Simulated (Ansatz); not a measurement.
# GaIr: how the settings move a relaxation

Aim: see which settings change the result for GaIr, by how much, and at what cost.

Computed with Ansatz 0.2.0 (reference: DFT, LDA, PAW with Ansatz's default frozen-core files, scalar-relativistic; relaxation of cell and atoms, unless a step's input says otherwise).

3 further runs of the same task are left out: 2 that didn't finish, 1 set aside as unsound or not needed.

### Step 1. The system as given

It takes space group Pm-3m (No. 221, cubic). Conventional cell: a = 2.998 Å, b = 2.998 Å, c = 2.998 Å, α = 90.00°, β = 90.00°, γ = 90.00°. Ga (site symmetry m-3m) is surrounded by 8 Ir at 2.60 Å. Ir (site symmetry m-3m) has 8 Ga at 2.60 Å as nearest neighbours.

Structure file:

```xyz
2
Lattice="2.9984 0.0000 0.0000 0.0000 2.9984 0.0000 0.0000 0.0000 2.9984" Properties=species:S:1:pos:R:3 pbc="T T T"
Ga    0.0000    0.0000    0.0000
Ir    1.4992    1.4992    1.4992
```

### Step 2. The reference run

Contents of input.yaml:

```yaml
crystal:
  lattice:
    - [2.99840027044, 0.0, 0.0]
    - [0.0, 2.99840027044, 0.0]
    - [0.0, 0.0, 2.99840027044]
  atoms:
    - { symbol: Ga, position: [0.0, 0.0, 0.0] }
    - { symbol: Ir, position: [0.5, 0.5, 0.5] }
kpoints:
  mp_grid: { grid: [16, 16, 16] }
scf:
  occupations: { method: fermi_dirac, width: 0.05 }
hamiltonian:
  xc: lda
  pseudopotentials: { kind: paw }
relax:
  f_tol: 0.002
  max_steps: 80
  cell: { p_target: 30 }
output:
  forces: true
  stress: true
  write_density: true
  write_potential: true
  elf: true
  volumetric_format: npy
```

Launch:

```sh
ansatz run input.yaml --threads 1 --pin off --max-ram 2560MiB --backend cpu --events-out ev --progress --plain --runs-dir out
```

Excerpt of the output:

```text
[...]
Basis set: ecut = 420 eV, 515 PW (Γ)
[...]
k-points: 165 of 4096
[...]
SCF iter   1: F=—  HF=-15371.182471 eV  |F-HF|=—  |Δ(HF+E_count)|=         —  Δρ=1.00e-2  dr2=1.63e-2  ethr=1.77e-3  ⟨swp⟩=4.8  Hψ=13103  notcnv=0
preconditioner: auto → none  [metal: Δε(μ)=0.048 eV  Ē_g=14.636 eV  σ=0.050 eV  W_gap=0.23  n_scr=6 (ndim 8)  ℏωp=33.5 eV  f_vac=0.000  D(μ)=0.56/eV (n_scr^D=0)  sad-step TF]
SCF iter   2: F=—  HF=-15371.180320 eV  |F-HF|=—  |Δ(HF+E_count)|=   2.15e-3  Δρ=5.68e-3  dr2=8.21e-3  ethr=5.44e-5  ⟨swp⟩=1.9  Hψ=5401  notcnv=0
[...]
relax step   1: F+E_penalty+E_count = -15371.17819265 eV  Δ(F+E_penalty+E_count) = +0.000e0 eV  max|allowed force component| = 1.851e-29 eV/Å  Δτ_max = 0.0000 Å  P = -0.008 GPa  Ω = 26.957 Å³  (6 SCF iters, dr2 threshold 1.00e-7 eV, accepted)
[...]
Basis set: ecut = 420 eV, 461 PW (Γ)
[...]
relax step   2: F+E_penalty+E_count = -15370.61511449 eV  Δ(F+E_penalty+E_count) = +5.631e-1 eV  max|allowed force component| = 1.709e-29 eV/Å  Δτ_max = 0.0000 Å  P = +55.819 GPa  Ω = 23.203 Å³  energy of the carried Pulay correction = +1.504e-3 eV  (6 SCF ite
[...]
relax step   3: F+E_penalty+E_count = -15371.01548759 eV  Δ(F+E_penalty+E_count) = -4.004e-1 eV  max|allowed force component| = 3.300e-29 eV/Å  Δτ_max = 0.0000 Å  P = +26.386 GPa  Ω = 24.800 Å³  energy of the carried Pulay correction = +8.376e-4 eV  (6 SCF ite
[...]
relax step   4: F+E_penalty+E_count = -15370.97924645 eV  Δ(F+E_penalty+E_count) = +3.624e-2 eV  max|allowed force component| = 1.857e-30 eV/Å  Δτ_max = 0.0000 Å  P = +29.654 GPa  Ω = 24.593 Å³  energy of the carried Pulay correction = +9.220e-4 eV  (6 SCF ite
[...]
relax step   5: F+E_penalty+E_count = -15370.97519248 eV  Δ(F+E_penalty+E_count) = +4.054e-3 eV  max|allowed force component| = 1.579e-29 eV/Å  Δτ_max = 0.0000 Å  P = +30.006 GPa  Ω = 24.571 Å³  energy of the carried Pulay correction = +9.309e-4 eV  (6 SCF ite
[...]
SCF iter   5: F=—  HF=-15370.974032 eV  |F-HF|=—  |Δ(HF+E_count)|=  4.57e-10  Δρ=1.22e-6  dr2=1.06e-10  ethr=3.85e-12  ⟨swp⟩=2.0  Hψ=3610  notcnv=0
SCF iter   6: F=-15370.974032 eV  HF=-15370.974032 eV  |F-HF|=0.00e0  |Δ(HF+E_count)|=  7.28e-12  Δρ=7.29e-8  dr2=7.38e-13  ethr=1.00e-12  ⟨swp⟩=5.0  Hψ=13484  notcnv=0
[...]
relax step   6: F+E_penalty+E_count = -15370.97403243 eV  Δ(F+E_penalty+E_count) = +1.160e-3 eV  max|allowed force component| = 5.062e-30 eV/Å  Δτ_max = 0.0000 Å  P = +30.033 GPa  Ω = 24.571 Å³  stress off target by 3.28e-2 GPa  SCF on the basis re-selected at
[...]
SCF converged after 6 iterations
Free energy (F): -15370.974032 eV
[...]
E sigma→0 (E₀):  -15370.971504 eV
[...]
Fermi energy:    23.583381 eV
[...]
  P = ⅓ Tr σ = 30.0328 GPa (300.328 kbar)
[...]
--- Relaxed structure (5 steps of the walk, 5 accepted, 1 SCFs on fresh bases) ---
[...]
```

Run time: 13 s. Hardware: 1 thread of Intel Xeon 6975P-C (Granite Rapids), shared host; peak memory 0.43 GiB.

### Step 3. Changing settings: eigensolver.kind davidson, basis.precision f64

input.yaml, as its differences from that of step 2:

```diff
@@ -12,2 +12,3 @@
   occupations: { method: fermi_dirac, width: 0.05 }
+  eigensolver: { kind: davidson }
 hamiltonian:
@@ -22,5 +23,3 @@
   stress: true
-  write_density: true
-  write_potential: true
-  elf: true
-  volumetric_format: npy
+basis:
+  precision: f64
```

Launch:

```sh
ansatz run input.yaml --threads 1 --pin off --max-ram 2560MiB --backend cpu --events-out ev --progress --plain --runs-dir out
```

Output:

```text
Engine: ansatz 0.2.0
Pseudopotentials: kind: paw
Pseudopotential: Ga, paw, valence charge 13, recommended cutoff 420 eV (normal), Ga.paw.azcp
Pseudopotential: Ir, paw, valence charge 17, recommended cutoff 420 eV (normal), Ir.paw.azcp
Functional definition: SPW92
  exchange = slater_x
  correlation = pw_c
Crystal: 2 atoms, lattice volume = 26.957 Å³
Basis set: ecut = 420 eV, 515 PW (Γ)
Bands: 19, of which v1, the nominal top of the filled ones, is band 15 counted from 1 (14 counted from 0)
Symmetry: 48 space group operations
Space group: Pm-3m (ITA 221), of the structure as read, at distance tolerance 3.0e-5 Å
k-points: 165 of 4096
Non-local potential: Ga, projectors of the file, l = 0: 2, l = 1: 2, l = 2: 3, l = 3: 1
Non-local potential: Ir, projectors of the file, l = 0: 3, l = 1: 2, l = 2: 2, l = 3: 1
PAW form: soft (Blöchl's): semilocal exchange-correlation on the pseudo side does not see the compensation charge
PAW frozen core: Ga, regenerated for the run's functional, and the local potential with it (the file was generated under x = pbe(κ = 0.804, μ = 0.2195149727645171), c = pbe(β = 0.06672455060314922))
PAW frozen core: Ir, regenerated for the run's functional, and the local potential with it (the file was generated under x = pbe(κ = 0.804, μ = 0.2195149727645171), c = pbe(β = 0.06672455060314922))
PAW one-centre angular grid: Ga, 590 points (default); XC on 64 Gauss nodes
PAW one-centre angular grid: Ir, 590 points (default); XC on 64 Gauss nodes
Initial density: superposition of atomic densities (neutral atoms: chi_scale 0, normalization atom), corrected by the library's trained network
Initial wavefunctions: pseudopotential atomic-orbital guess
Functional: x = slater, c = lda
SCF iter   1: F=—  HF=-15371.182724 eV  |F-HF|=—  |Δ(HF+E_count)|=         —  Δρ=1.01e-2  dr2=1.66e-2  ethr=1.77e-3  ⟨swp⟩=5.8  Hψ=13014  notcnv=0
preconditioner: auto → none  [metal: Δε(μ)=0.048 eV  Ē_g=14.638 eV  σ=0.050 eV  W_gap=0.23  n_scr=6 (ndim 8)  ℏωp=33.5 eV  f_vac=0.000  D(μ)=0.56/eV (n_scr^D=0)  sad-step TF]
SCF iter   2: F=—  HF=-15371.180252 eV  |F-HF|=—  |Δ(HF+E_count)|=   2.47e-3  Δρ=5.86e-3  dr2=8.25e-3  ethr=5.52e-5  ⟨swp⟩=2.3  Hψ=6087  notcnv=0  defer=26
iter 3 solved again at ethr=1.53e-6 eV; its pass at ethr=2.75e-5 eV (dr2=4.60e-4 eV) is discarded
SCF iter   3: F=—  HF=-15371.178722 eV  |F-HF|=—  |Δ(HF+E_count)|=   1.53e-3  Δρ=1.86e-3  dr2=4.97e-4  ethr=1.53e-6  ⟨swp⟩=2.6  Hψ=12905  notcnv=0  defer=2
SCF iter   4: F=—  HF=-15371.178197 eV  |F-HF|=—  |Δ(HF+E_count)|=   5.24e-4  Δρ=3.99e-4  dr2=2.00e-5  ethr=1.53e-6  ⟨swp⟩=4.0  Hψ=8026  notcnv=0
SCF iter   5: F=—  HF=-15371.178193 eV  |F-HF|=—  |Δ(HF+E_count)|=   4.72e-6  Δρ=5.37e-5  dr2=2.92e-7  ethr=6.68e-8  ⟨swp⟩=3.1  Hψ=6741  notcnv=0
SCF iter   6: F=-15371.178193 eV  HF=-15371.178193 eV  |F-HF|=9.40e-10  |Δ(HF+E_count)|=   4.24e-8  Δρ=8.13e-6  dr2=6.95e-9  ethr=9.73e-10  ⟨swp⟩=3.1  Hψ=6464  notcnv=0
SCF 1 converged in 6 iterations: F = -15371.178193 eV  dr2 = 6.95e-9
  Residual-converged pass: ⟨swp⟩=3.1  Hψ=7132  notcnv=0  max |occ|·‖R‖ = 6.7e-6 eV (tolerance 6.7e-6 eV)  dr2=6.23e-9  dr2_onsite=4.23e-9  max |Δocc| = 2.3e-10
relax step   1: F+E_penalty+E_count = -15371.17819265 eV  Δ(F+E_penalty+E_count) = +0.000e0 eV  max|allowed force component| = 5.032e-29 eV/Å  Δτ_max = 0.0000 Å  P = -0.008 GPa  Ω = 26.957 Å³  (6 SCF iters, dr2 threshold 1.00e-7 eV, accepted)
Crystal: 2 atoms, lattice volume = 23.203 Å³
Basis set: ecut = 420 eV, 461 PW (Γ)
Initial density: handed on by an earlier stage of this run
Initial wavefunctions: those handed on with the density
iter 1 solved again at ethr=1.22e-5 eV; its pass at ethr=1.00e-1 eV (dr2=3.67e-3 eV) is discarded
SCF iter   1: F=—  HF=-15370.617219 eV  |F-HF|=—  |Δ(HF+E_count)|=         —  Δρ=5.75e-3  dr2=3.49e-3  ethr=1.22e-5  ⟨swp⟩=5.6  Hψ=19030  notcnv=0
preconditioner: auto → none  [metal: Δε(μ)=0.045 eV  Ē_g=15.998 eV  σ=0.050 eV  W_gap=0.22  n_scr=6 (ndim 8)  ℏωp=36.2 eV  f_vac=0.000  D(μ)=0.56/eV (n_scr^D=0)]
SCF iter   2: F=—  HF=-15370.615297 eV  |F-HF|=—  |Δ(HF+E_count)|=   1.92e-3  Δρ=2.73e-3  dr2=7.89e-4  ethr=1.16e-5  ⟨swp⟩=3.0  Hψ=6878  notcnv=0
SCF iter   3: F=—  HF=-15370.615145 eV  |F-HF|=—  |Δ(HF+E_count)|=   1.52e-4  Δρ=9.67e-4  dr2=8.31e-5  ethr=2.63e-6  ⟨swp⟩=3.0  Hψ=7284  notcnv=0
iter 4 solved again at ethr=9.85e-9 eV; its pass at ethr=2.77e-7 eV (dr2=2.96e-6 eV) is discarded
SCF iter   4: F=—  HF=-15370.615114 eV  |F-HF|=—  |Δ(HF+E_count)|=   3.16e-5  Δρ=1.80e-4  dr2=2.97e-6  ethr=9.85e-9  ⟨swp⟩=2.1  Hψ=13455  notcnv=0
SCF iter   5: F=—  HF=-15370.615115 eV  |F-HF|=—  |Δ(HF+E_count)|=   6.78e-7  Δρ=7.93e-5  dr2=9.14e-7  ethr=9.85e-9  ⟨swp⟩=4.0  Hψ=7704  notcnv=0
SCF iter   6: F=-15370.615114 eV  HF=-15370.615115 eV  |F-HF|=7.51e-9  |Δ(HF+E_count)|=  1.47e-10  Δρ=8.41e-6  dr2=9.43e-9  ethr=3.05e-9  ⟨swp⟩=3.0  Hψ=6271  notcnv=0
SCF 2 converged in 6 iterations: F = -15370.615114 eV  dr2 = 9.43e-9
  Residual-converged pass: ⟨swp⟩=3.1  Hψ=7501  notcnv=0  max |occ|·‖R‖ = 9.4e-6 eV (tolerance 9.4e-6 eV)  dr2=9.27e-9  dr2_onsite=2.26e-8  max |Δocc| = 2.8e-9
relax step   2: F+E_penalty+E_count = -15370.61511450 eV  Δ(F+E_penalty+E_count) = +5.631e-1 eV  max|allowed force component| = 1.200e-30 eV/Å  Δτ_max = 0.0000 Å  P = +55.819 GPa  Ω = 23.203 Å³  energy of the carried Pulay correction = +1.504e-3 eV  (6 SCF iters, dr2 threshold 2.00e-7 eV, accepted)
Crystal: 2 atoms, lattice volume = 24.800 Å³
iter 1 solved again at ethr=4.52e-5 eV; its pass at ethr=1.00e-1 eV (dr2=1.36e-2 eV) is discarded
SCF iter   1: F=—  HF=-15371.016035 eV  |F-HF|=—  |Δ(HF+E_count)|=         —  Δρ=2.62e-3  dr2=9.32e-4  ethr=4.52e-5  ⟨swp⟩=4.8  Hψ=18361  notcnv=0
preconditioner: auto → none  [metal: Δε(μ)=0.046 eV  Ē_g=15.412 eV  σ=0.050 eV  W_gap=0.22  n_scr=6 (ndim 8)  ℏωp=35.0 eV  f_vac=0.000  D(μ)=0.59/eV (n_scr^D=0)]
SCF iter   2: F=—  HF=-15371.015540 eV  |F-HF|=—  |Δ(HF+E_count)|=   4.95e-4  Δρ=1.26e-3  dr2=2.07e-4  ethr=3.11e-6  ⟨swp⟩=3.0  Hψ=6657  notcnv=0
iter 3 solved again at ethr=4.75e-8 eV; its pass at ethr=6.90e-7 eV (dr2=1.43e-5 eV) is discarded
SCF iter   3: F=—  HF=-15371.015490 eV  |F-HF|=—  |Δ(HF+E_count)|=   4.95e-5  Δρ=3.82e-4  dr2=1.42e-5  ethr=4.75e-8  ⟨swp⟩=2.0  Hψ=12597  notcnv=0
SCF iter   4: F=—  HF=-15371.015488 eV  |F-HF|=—  |Δ(HF+E_count)|=   2.23e-6  Δρ=6.88e-5  dr2=8.06e-7  ethr=4.74e-8  ⟨swp⟩=4.0  Hψ=7336  notcnv=0
SCF iter   5: F=—  HF=-15371.015488 eV  |F-HF|=—  |Δ(HF+E_count)|=   4.87e-7  Δρ=3.02e-5  dr2=1.76e-7  ethr=2.69e-9  ⟨swp⟩=4.0  Hψ=7882  notcnv=0
SCF iter   6: F=-15371.015488 eV  HF=-15371.015488 eV  |F-HF|=6.69e-9  |Δ(HF+E_count)|=   3.70e-8  Δρ=4.74e-6  dr2=4.03e-9  ethr=5.86e-10  ⟨swp⟩=4.0  Hψ=7681  notcnv=0
SCF 3 converged in 6 iterations: F = -15371.015488 eV  dr2 = 4.03e-9
  Residual-converged pass: ⟨swp⟩=2.2  Hψ=4981  notcnv=0  max |occ|·‖R‖ = 9.4e-6 eV (tolerance 9.4e-6 eV)  dr2=3.93e-9  dr2_onsite=1.58e-8  max |Δocc| = 1.9e-10
relax step   3: F+E_penalty+E_count = -15371.01548765 eV  Δ(F+E_penalty+E_count) = -4.004e-1 eV  max|allowed force component| = 5.374e-30 eV/Å  Δτ_max = 0.0000 Å  P = +26.386 GPa  Ω = 24.800 Å³  energy of the carried Pulay correction = +8.375e-4 eV  (6 SCF iters, dr2 threshold 2.00e-7 eV, accepted)
Crystal: 2 atoms, lattice volume = 24.593 Å³
iter 1 solved again at ethr=7.60e-7 eV; its pass at ethr=1.00e-1 eV (dr2=2.28e-4 eV) is discarded
SCF iter   1: F=—  HF=-15370.979254 eV  |F-HF|=—  |Δ(HF+E_count)|=         —  Δρ=3.22e-4  dr2=1.25e-5  ethr=7.60e-7  ⟨swp⟩=4.8  Hψ=18249  notcnv=0
preconditioner: auto → none  [metal: Δε(μ)=0.026 eV  Ē_g=15.467 eV  σ=0.050 eV  W_gap=0.13  n_scr=6 (ndim 8)  ℏωp=35.1 eV  f_vac=0.000  D(μ)=0.59/eV (n_scr^D=0)]
SCF iter   2: F=—  HF=-15370.979247 eV  |F-HF|=—  |Δ(HF+E_count)|=   6.74e-6  Δρ=1.54e-4  dr2=2.84e-6  ethr=4.16e-8  ⟨swp⟩=3.0  Hψ=6652  notcnv=0
iter 3 solved again at ethr=7.85e-10 eV; its pass at ethr=9.46e-9 eV (dr2=2.36e-7 eV) is discarded
SCF iter   3: F=—  HF=-15370.979246 eV  |F-HF|=—  |Δ(HF+E_count)|=   6.49e-7  Δρ=4.99e-5  dr2=2.35e-7  ethr=7.85e-10  ⟨swp⟩=2.1  Hψ=12487  notcnv=0
iter 4 did not close the SCF: its close was put off for the readings that it lacked (scf_convergence_deferred on its scf_iter line)
SCF iter   4: F=-15370.979246 eV  HF=-15370.979246 eV  |F-HF|=2.25e-8  |Δ(HF+E_count)|=   7.52e-8  Δρ=9.11e-6  dr2=9.41e-9  ethr=7.83e-10  ⟨swp⟩=4.0  Hψ=7195  notcnv=0
iter 5 did not close the SCF: its close was put off for the readings that it lacked (scf_convergence_deferred on its scf_iter line)
SCF iter   5: F=-15370.979246 eV  HF=-15370.979246 eV  |F-HF|=3.30e-9  |Δ(HF+E_count)|=  7.71e-10  Δρ=5.12e-6  dr2=4.57e-9  ethr=3.14e-11  ⟨swp⟩=4.0  Hψ=8207  notcnv=0
SCF iter   6: F=-15370.979246 eV  HF=-15370.979246 eV  |F-HF|=8.73e-11  |Δ(HF+E_count)|=  2.36e-10  Δρ=7.69e-7  dr2=1.05e-10  ethr=1.52e-11  ⟨swp⟩=3.0  Hψ=6197  notcnv=0
SCF 4 converged in 6 iterations: F = -15370.979246 eV  dr2 = 1.05e-10
  Residual-converged pass: ⟨swp⟩=2.3  Hψ=4773  notcnv=0  max |occ|·‖R‖ = 9.3e-6 eV (tolerance 9.4e-6 eV)  dr2=1.05e-10  dr2_onsite=1.49e-10  max |Δocc| = 9.6e-12
relax step   4: F+E_penalty+E_count = -15370.97924637 eV  Δ(F+E_penalty+E_count) = +3.624e-2 eV  max|allowed force component| = 1.735e-29 eV/Å  Δτ_max = 0.0000 Å  P = +29.654 GPa  Ω = 24.593 Å³  energy of the carried Pulay correction = +9.219e-4 eV  (6 SCF iters, dr2 threshold 2.00e-7 eV, accepted)
Crystal: 2 atoms, lattice volume = 24.571 Å³
iter 1 solved again at ethr=4.52e-7 eV; its pass at ethr=1.00e-1 eV (dr2=1.36e-4 eV) is discarded
SCF iter   1: F=—  HF=-15370.975193 eV  |F-HF|=—  |Δ(HF+E_count)|=         —  Δρ=3.46e-5  dr2=1.44e-7  ethr=4.52e-7  ⟨swp⟩=2.0  Hψ=19750  notcnv=0
preconditioner: auto → none  [metal: Δε(μ)=0.025 eV  Ē_g=15.477 eV  σ=0.050 eV  W_gap=0.12  n_scr=6 (ndim 8)  ℏωp=35.1 eV  f_vac=0.000  D(μ)=0.59/eV (n_scr^D=0)]
iter 2 did not close the SCF: its close was put off for the readings that it lacked (scf_convergence_deferred on its scf_iter line)
SCF iter   2: F=-15370.975193 eV  HF=-15370.975193 eV  |F-HF|=1.38e-8  |Δ(HF+E_count)|=   7.22e-8  Δρ=1.66e-5  dr2=3.23e-8  ethr=4.80e-10  ⟨swp⟩=3.0  Hψ=6672  notcnv=0
iter 3 solved again at ethr=8.32e-12 eV; its pass at ethr=1.08e-10 eV (dr2=2.50e-9 eV) is discarded
iter 3 did not close the SCF: its close was put off for the readings that it lacked (scf_convergence_deferred on its scf_iter line)
SCF iter   3: F=-15370.975193 eV  HF=-15370.975193 eV  |F-HF|=2.77e-9  |Δ(HF+E_count)|=   6.18e-9  Δρ=5.08e-6  dr2=2.49e-9  ethr=8.32e-12  ⟨swp⟩=2.2  Hψ=12523  notcnv=0
iter 4 did not close the SCF: its close was put off for the readings that it lacked (scf_convergence_deferred on its scf_iter line)
SCF iter   4: F=-15370.975193 eV  HF=-15370.975193 eV  |F-HF|=4.46e-10  |Δ(HF+E_count)|=  5.29e-10  Δρ=8.56e-7  dr2=1.16e-10  ethr=8.31e-12  ⟨swp⟩=4.0  Hψ=7295  notcnv=0
iter 5 did not close the SCF: its close was put off for the readings that it lacked (scf_convergence_deferred on its scf_iter line)
SCF iter   5: F=-15370.975193 eV  HF=-15370.975193 eV  |F-HF|=7.82e-11  |Δ(HF+E_count)|=  8.19e-11  Δρ=5.58e-7  dr2=6.19e-11  ethr=1.00e-12  ⟨swp⟩=4.0  Hψ=7052  notcnv=0
SCF iter   6: F=-15370.975193 eV  HF=-15370.975193 eV  |F-HF|=1.46e-11  |Δ(HF+E_count)|=  9.09e-12  Δρ=1.19e-7  dr2=3.26e-12  ethr=1.00e-12  ⟨swp⟩=2.0  Hψ=5671  notcnv=0
SCF 5 converged in 6 iterations: F = -15370.975193 eV  dr2 = 3.26e-12
  Residual-converged pass: ⟨swp⟩=2.0  Hψ=3740  notcnv=0  max |occ|·‖R‖ = 9.4e-6 eV (tolerance 9.4e-6 eV)  dr2=2.72e-12  dr2_onsite=5.95e-12  max |Δocc| = 9.3e-13
relax step   5: F+E_penalty+E_count = -15370.97519270 eV  Δ(F+E_penalty+E_count) = +4.054e-3 eV  max|allowed force component| = 5.410e-29 eV/Å  Δτ_max = 0.0000 Å  P = +30.006 GPa  Ω = 24.571 Å³  energy of the carried Pulay correction = +9.308e-4 eV  (6 SCF iters, dr2 threshold 2.00e-7 eV, accepted)
Initial wavefunctions: pseudopotential atomic-orbital guess (no wavefunctions were taken with the density)
iter 1 solved again at ethr=5.06e-7 eV; its pass at ethr=1.00e-1 eV (dr2=1.52e-4 eV) is discarded
SCF iter   1: F=—  HF=-15370.974034 eV  |F-HF|=—  |Δ(HF+E_count)|=         —  Δρ=2.27e-4  dr2=2.54e-6  ethr=5.06e-7  ⟨swp⟩=8.0  Hψ=24560  notcnv=2
preconditioner: auto → none  [metal: Δε(μ)=0.025 eV  Ē_g=15.478 eV  σ=0.050 eV  W_gap=0.12  n_scr=6 (ndim 8)  ℏωp=35.1 eV  f_vac=0.000  D(μ)=0.59/eV (n_scr^D=0)]
SCF iter   2: F=—  HF=-15370.974033 eV  |F-HF|=—  |Δ(HF+E_count)|=   8.36e-7  Δρ=1.27e-4  dr2=1.05e-6  ethr=8.47e-9  ⟨swp⟩=3.0  Hψ=6713  notcnv=0
iter 3 solved again at ethr=2.87e-10 eV; its pass at ethr=3.51e-9 eV (dr2=8.60e-8 eV) is discarded
SCF iter   3: F=—  HF=-15370.974033 eV  |F-HF|=—  |Δ(HF+E_count)|=   5.09e-8  Δρ=2.57e-5  dr2=8.65e-8  ethr=2.87e-10  ⟨swp⟩=2.0  Hψ=12618  notcnv=0
SCF iter   4: F=—  HF=-15370.974033 eV  |F-HF|=—  |Δ(HF+E_count)|=   1.27e-7  Δρ=4.40e-6  dr2=1.22e-9  ethr=2.87e-10  ⟨swp⟩=4.0  Hψ=8001  notcnv=0
SCF iter   5: F=—  HF=-15370.974033 eV  |F-HF|=—  |Δ(HF+E_count)|=  3.09e-10  Δρ=1.18e-6  dr2=1.03e-10  ethr=4.07e-12  ⟨swp⟩=2.2  Hψ=5718  notcnv=0
SCF iter   6: F=-15370.974033 eV  HF=-15370.974033 eV  |F-HF|=7.28e-12  |Δ(HF+E_count)|=  1.09e-11  Δρ=3.65e-8  dr2=1.21e-13  ethr=1.00e-12  ⟨swp⟩=2.0  Hψ=5671  notcnv=0
SCF 6 converged in 6 iterations: F = -15370.974033 eV  dr2 = 1.21e-13
  Residual-converged pass: ⟨swp⟩=4.1  Hψ=9860  notcnv=0  max |occ|·‖R‖ = 9.9e-9 eV (tolerance 1.0e-8 eV)  dr2=1.51e-13  dr2_onsite=6.17e-14  max |Δocc| = 5.4e-12
relax step   6: F+E_penalty+E_count = -15370.97403264 eV  Δ(F+E_penalty+E_count) = +1.160e-3 eV  max|allowed force component| = 1.709e-29 eV/Å  Δτ_max = 0.0000 Å  P = +30.033 GPa  Ω = 24.571 Å³  stress off target by 3.28e-2 GPa  SCF on the basis re-selected at this cell (its energy is not comparable with the rows above)  (6 SCF iters)
basis re-selected at this cell: Δ(F+E_penalty+E_count) = +1.160e-3 eV, ΔP = +0.027 GPa vs the last step (what re-selecting the basis moved, of the pressure what is left beyond the Pulay correction that the steps carried, after the strain that the cell walked since its last selection, with what the two solves' SCF thresholds leave and, on support functions, any second-order correction that the steps lacked; it is no measure of the basis error at this ecutwfc). The dense FFT grid was sized anew with the basis: this SCF ran on 20×20×20 points, the steps before it on 24×24×24, so part of this shift can come from that change (see relax.cell in the input reference). This SCF's stress stands 3.28e-2 GPa from its target on what of the cell is left free (relax.cell.stress_tol is 5.00e-2 GPa) and its largest allowed force component is 1.71e-29 eV/Å (relax.f_tol is 2.00e-3 eV/Å): within both
SCF converged after 6 iterations
Free energy (F): -15370.974033 eV
Harris-Foulkes:  -15370.974033 eV  (|F-HF|=7.28e-12)
Internal energy: -15370.968975 eV  (E = F + TS)
E sigma→0 (E₀):  -15370.971504 eV
Entropy (-TS):   -0.005058 eV (-2.529 meV/atom)
Fermi energy:    23.583380 eV
--- Per-component energies (eV) ---
  E_band       = -2.068921
  E_kinetic    = 752.279624
  E_local      = -2416.784511  (includes V_loc(G=0)·N_el)
  E_nonlocal   = 509.388695
  E_hartree    = 1086.984420
  E_xc         = -340.145574
  E_vxc        = -364.920815  (∫ρ·V_xc dr)
  E_paw        = -10868.754783  (= ΣΔE_a)
  E_vpaw       = -656.000679  (= ΣTr[D̂ρ^β])
  E_aug_tail   = -0.000077  (compensation charges beyond the density's cutoff)
  E_ewald      = -4096.076852
  E_core_change = 2.140082  (= ΣΔE_core)
  E_smearing   = -0.005058  (= −TS)
  E_closure    = -0.000000  (closes the sum)
  Σ components = -15370.974033   (vs F -15370.974033, Δ=0.00e0)
--- Forces (eV/Å), atoms counted from 1 ---
  atom   1  Ga     0.00000000     0.00000000    -0.00000000
  atom   2  Ir    -0.00000000     0.00000000     0.00000000
  max |Σ_I F_I| component: 3.31e-29 eV/Å
--- Stress (GPa, compression-positive) ---
       30.032760      -0.000000       0.000000
       -0.000000      30.032760       0.000000
        0.000000       0.000000      30.032760
  P = ⅓ Tr σ = 30.0328 GPa (300.328 kbar)
--- Relaxed structure (5 steps of the walk, 5 accepted, 1 SCFs on fresh bases) ---
  F+E_penalty+E_count = -15370.97403264 eV   max|allowed force component| = 1.709e-29 eV/Å   (the final SCF, on the basis selected at the relaxed cell)
  cell:  # Å, volume = 24.5708 Å³
    - [2.9071866694414523, -1.430404219112603e-33, -5.757728062907673e-34]
    - [-7.723781547802978e-34, 2.9071866694414523, -1.2839532962581572e-34]
    - [-5.757728062907673e-34, -1.2839532962581572e-34, 2.9071866694414523]
  atoms:
    - { symbol: Ga, position: [-2.8101463269475596e-35, -2.676329835190376e-36, -4.0144947527850694e-36] }
    - { symbol: Ir, position: [0.49999999999999994, 0.49999999999999994, 0.49999999999999994] }
```

Run time: 14 s. Hardware: 1 thread of Intel Xeon 6975P-C (Granite Rapids), shared host; peak memory 0.4 GiB.

Same state: the changed solver and arithmetic precision leaves the energy within 0.5 meV/atom.

### Step 4. Side by side

| run | ending | energy change | pressure (GPa) | gap (eV) | force (eV/Å) | cycles | time |
| --- | --- | --- | --- | --- | --- | --- | --- |
| reference | converged | 0 | 30.0 | 0.00 | 0.00 | 36 | 13 s |
| 1: eigensolver.kind davidson, basis.precision f64 | converged | 0.0 meV/atom | 30.0 | 0.00 | 0.00 | 36 | 14 s |

Times don't compare one to one where runs were asked for different outputs or read a saved state (see the inputs); cycles may leave out searches for a lower state.

The changed solver and arithmetic precision doesn't alter the result here (within 0.5 meV/atom).
